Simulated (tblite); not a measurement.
# CH10GeOSi2: the cost of one run

The runs use tblite 0.8.0 and PySCF 2.14.0, with density-fitted response routines of our own; the level of theory stands in each step. All values are computed, except where a source is named. Atoms are numbered from 0 throughout.

### Step 1. The starting structure

15 atoms, charge 0, multiplicity 1; geometry from: force field or distance geometry start.

Bonds of the start (Å): C0–O1 1.40, O1–Si2 1.72, Si2–Si3 2.21, Si3–Ge4 2.32, C0–H5 1.10, C0–H6 1.12, C0–H7 1.10, Si2–H8 1.46, Si2–H9 1.46, Si3–H10 1.49, Si3–H11 1.47, Ge4–H12 1.55, Ge4–H13 1.55, Ge4–H14 1.57.

### Step 2. Geometry optimisation with GFN2-xTB

What the job is given:

```
{"job": {"kind": "relax", "xc": "GFN2-xTB", "basis": "xTB"}, "charge": 0, "multiplicity": 1}
C     -3.049800    -0.179800     0.136500
O     -2.003200    -0.642300    -0.664200
Si    -0.606300     0.209600    -0.148700
Si     1.263200    -0.967600    -0.284300
Ge     2.966600     0.606800    -0.397700
H     -2.608500     0.092900     1.103400
H     -3.513300     0.692600    -0.390400
H     -3.801400    -0.971800     0.230000
H     -0.792200     0.618900     1.244900
H     -0.429600     1.397200    -0.981500
H      1.428000    -1.834100     0.913000
H      1.298400    -1.879400    -1.436500
H      2.946400     1.352900     0.957800
H      4.336900    -0.035100    -0.724800
H      2.560300     1.547200    -1.590800
```

Launch:

```console
$ OMP_NUM_THREADS=1 python probes_run.py task.json out
```

One launch serves the whole session: the jobs run in the order shown.

Q: Estimate the wall time of this first job on 1 thread of Intel Xeon at 2.50GHz, shared host.

About 1.7 s.
